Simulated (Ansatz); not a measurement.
**Se (Selenium): properties at the relaxed cell**

An exercise on one series of results from a longer session: the logs are not shown, and one member is left open.

Method: DFT r2SCAN, scalar-relativistic, plane waves, PAW, in Ansatz 0.2.0.

2 further runs of the same task are left out: 2 set aside as unsound or not needed.

## The starting structure

It takes space group R-3m (No. 166, trigonal). Conventional cell: a = 4.001 Å, b = 4.001 Å, c = 4.817 Å, α = 90.00°, β = 90.00°, γ = 120.00°. Se (site symmetry -3m) is surrounded by 6 Se at 2.81 Å.

As a file:

```
CELL_PARAMETERS angstrom
2.00044 1.15496 1.60579
-2.00044 1.15496 1.60579
0.00000 -2.30991 1.60579
ATOMIC_POSITIONS crystal
Se 0.00000 0.00000 0.00000
```

This cell was relaxed beforehand with the same method: volume 22.26 Å³/atom, gap on the mesh none (metal).

The first run:

input.yaml reads:

```yaml
crystal:
  lattice:
    - [1.9802332922, 1.1432882243, 1.5895688706]
    - [-1.9802332922, 1.1432882243, 1.5895688706]
    - [0.0, -2.2865764487, 1.5895688706]
  atoms:
    - { symbol: Se, position: [0.0, 0.0, 0.0] }
basis:
  ecutwfc: 500
kpoints:
  mp_grid: { grid: [15, 15, 15] }
hamiltonian:
  xc: r2scan
scf:
  occupations: { method: gaussian, width: 0.1 }
output:
  forces: true
  stress: true
  eigenvalues: true
relax:
  adjacent_minimum: "off"
  f_tol: 0.01
  max_steps: 30
  cell: { stress_tol: 0.1, fix: [volume] }
```

Launch:

```sh
ansatz run input.yaml --threads 1 --pin off --max-ram 2560MiB --backend cpu --events-out ev --progress --plain --runs-dir out
```

Among the steps run: The cell scaled to 0.97 of its volume; Point at V/V0 = 1.03; The cell scaled to 0.94 of its volume; Point at V/V0 = 1.06; The cell scaled to 0.91 of its volume; The cell scaled to 1.10 of its volume; Volume × 0.88.

One table of the session follows, with a row left open; its other results are not shown here.

It belongs to the step «Fit of the equation of state». 

```
volume (Å³/atom)  energy above the lowest point (meV/atom)  pressure (GPa)
          19.589                                      89.7           10.80
          20.257                                      50.1            8.73
          20.925                                      21.0            5.37
          21.592                                       5.1            2.50
          22.260                                       0.0           -0.01
          22.928                                         ?               ?
          23.596                                      17.2           -3.90
          24.486                                      44.5           -5.87
```

**Question.** Estimate the row for volume (Å³/atom) = 22.928.

Worked estimate for «energy above the lowest point (meV/atom)». A straight line through the neighbours (22.260, 0.0) and (23.596, 17.2) gives 0.0 + (17.2 − 0.0) × (22.928 − 22.260) / (23.596 − 22.260) = 8.6; a parabola fitted to 4 rows on both sides gives 4.7.

**Answer.** energy above the lowest point (meV/atom): 4.6; pressure (GPa): -2.11. In «energy above the lowest point (meV/atom)» the line misses by +4.0 and the parabola by +0.1.

Limits of these values: The final runs have no spin polarisation, so no magnetic state was tried and one may lie lower.
